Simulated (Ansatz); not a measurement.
Task: a displacement scan with seeded SCF runs of MgRh, space group Pm-3m, with Ansatz's Python interface. Give the script and its output. Level of theory (first run): PBEsol, PAW, the default cutoff (420 eV here), 5×5×5 k-points, Fermi-Dirac smearing of 0.05 eV.

```
CELL_PARAMETERS angstrom
3.09920 0.00000 0.00000
0.00000 3.09920 0.00000
0.00000 0.00000 3.09920
ATOMIC_POSITIONS crystal
Mg 0.00000 0.00000 0.00000
Rh 0.50000 0.50000 0.50000
```

`walk_mgrh.py`:
```python
'''Move one atom of MgRh step by step, each SCF seeded by the last.'''

import warnings

import ansatz as az
import numpy as np
from tabulate import tabulate


def main() -> None:
    warnings.simplefilter('ignore', az.DeckWarning)

    cell = (
        az.Lattice.of([3.0992, 0.0, 0.0], [0.0, 3.0992, 0.0], [0.0, 0.0, 3.0992])
        .atom('Mg', [0.0, 0.0, 0.0])
        .atom('Rh', [0.5, 0.5, 0.5])
    )

    start = np.array(cell.resolved().sites[1].position)
    previous, rows = None, []
    for step in range(5):
        target = start + step * 0.015 * np.eye(3)[1]
        model = (
            cell.move(1, to=target).calculation()
            .functional(az.Functional.PBESOL)
            .kpoints(5, 5, 5)  # sampling of the Brillouin zone
            .occupations(az.OccupationsMethod.FERMI_DIRAC, width=50 * az.meV)  # fractional filling near the Fermi level
            .forces()  # minus the gradient of the free energy
        )
        session = model.session()
        if previous is not None:
            session.seed_next_step(previous)
        previous = session.plan(retain='density').execute()
        data = previous.report
        shift = float(np.linalg.norm((target - start) @ np.array(data['lattice']['cell_ang'])))
        rows.append((step, shift, data['lagrangian_ev'], float(np.linalg.norm(data['forces_ev_ang'][1])), data['n_iterations'], data['n_symmetry_ops']))
    rows = [(row[0], row[1], 1000 * (row[2] - rows[0][2]), *row[3:]) for row in rows]
    print(tabulate(rows, headers=['step', 'moved A', 'dE meV', 'force on it eV/A', 'iterations', 'symmetry operations'], floatfmt='.4f', tablefmt='plain'))


if __name__ == '__main__':
    main()
```

Output of `python walk_mgrh.py`:
```text
  step    moved A    dE meV    force on it eV/A    iterations    symmetry operations
     0     0.0000    0.0000              0.0000             6                     48
     1     0.0465    6.2871              0.2704             6                      8
     2     0.0930   25.1224              0.5397             6                      8
     3     0.1395   56.4256              0.8066             6                      8
     4     0.1860  100.0587              1.0699             6                      8
```

Reading the output:
- For a metal this k-point mesh is coarse: on a finer one energies can move by several to tens of meV an atom and pressures by half a GPa or more, differences at one mesh by less.
- The starting cell is as deposited in a crystallographic database; the results hold for this polymorph, which needn't be the stable one.
- The first step keeps the crystal's symmetry; the moved atom lowers it.
- Run time: 3.7 s on 1 thread of Intel(R) Xeon(R) 6975P-C (Granite Rapids), on a shared host, peak memory 0.38 GiB.

(Lines on the test bed's own set-up are left out of the output.)
